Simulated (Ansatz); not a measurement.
# Cr: free directions for the moments

Which arrangement of moments is lowest in this cell of Cr? The runs shown use PAW. Its runs: parallel moments (PAW); parallel moments on spinors (PAW); moments marked - in +- held at 30 degrees to the others (PAW); moments marked - in +- held at 60 degrees to the others (PAW); moments marked - in +- held at 90 degrees to the others (PAW); moments marked - in +- held at 120 degrees to the others (PAW); moments start +- on spinors (PAW).

Program: Ansatz 0.2.0. Level of theory: DFT, PBE, PAW with Ansatz's default frozen-core files, scalar-relativistic. These are calculated values, not measurements.

1 further run of the same task is left out (it didn't finish).

## (1) The starting structure

Symmetry: Im-3m, No. 229, cubic system. The conventional cell has a = 2.884 Å, b = 2.884 Å, c = 2.884 Å, α = 90.00°, β = 90.00°, γ = 90.00°. Cr (site symmetry m-3m) is surrounded by 8 Cr at 2.50 Å.

Structure file:

```cif
data_structure
_symmetry_space_group_name_H-M 'P 1'
_symmetry_Int_Tables_number 1
_cell_length_a 2.8839
_cell_length_b 2.8839
_cell_length_c 2.8839
_cell_angle_alpha 90.000
_cell_angle_beta 90.000
_cell_angle_gamma 90.000
_cell_volume 23.99
loop_
_atom_site_label
_atom_site_type_symbol
_atom_site_fract_x
_atom_site_fract_y
_atom_site_fract_z
_atom_site_occupancy
Cr1 Cr 0.00000 0.00000 0.00000 1
Cr2 Cr 0.50000 0.50000 0.50000 1
```

In patterns such as +-, the signs follow the magnetic atoms in the order of the input.

Atoms are numbered in the order of the input: Cr1, Cr2.

## (2) Parallel moments, PAW

The input, input.yaml:

```yaml
crystal:
  lattice:
    - [0.0, 2.8839, 0.0]
    - [0.0, 0.0, 2.8839]
    - [2.8839, 0.0, 0.0]
  atoms:
    - { symbol: Cr, position: [0.0, 0.0, 0.0], spin: 3.0 }
    - { symbol: Cr, position: [0.5, 0.5, 0.5], spin: 3.0 }
magnetization:
  spin_polarized: true
kpoints:
  mp_grid: { grid: [10, 10, 10] }
scf:
  occupations: { method: fermi_dirac, width: 0.08 }
  lower_state_search: "off"
hamiltonian:
  xc: pbe
  pseudopotentials: { kind: paw }
output:
  forces: true
  stress: true
  eigenvalues: true
```

Started as:

```sh
> ansatz run input.yaml --threads 2 --pin off --max-ram 4096MiB --backend cpu --events-out ev --progress --plain --runs-dir out
```

The runs that follow: Parallel moments on spinors, PAW; Moments marked - in +- held at 30 degrees to the others, PAW; Moments marked - in +- held at 60 degrees to the others, PAW; Moments marked - in +- held at 90 degrees to the others, PAW; Moments marked - in +- held at 120 degrees to the others, PAW; Moments start +- on spinors, PAW.

Q: Predict the outcome of this session. Wanted: lowest.

As calculated:

| quantity | value |
| --- | --- |
| lowest (PAW) | moments start +- on spinors, -19.7 meV a magnetic atom from the reference |

By PAW the lowest run is «moments start +- on spinors», 19.7 meV a magnetic atom under «moments marked - in +- held at 90 degrees to the others». In «parallel moments on spinors», «moments marked - in +- held at 30 degrees to the others», «moments marked - in +- held at 60 degrees to the others» the moments died away, leaving the non-magnetic state, a higher solution that the SCF fell into. A run can end in another pattern than it began with. Only this cell's orders were tried, so longer waves of spin are out of reach. The magnetic state is the one reached from the start moments in this cell; it needn't be the ground state. The k mesh (10×10×10) wasn't tested for convergence.
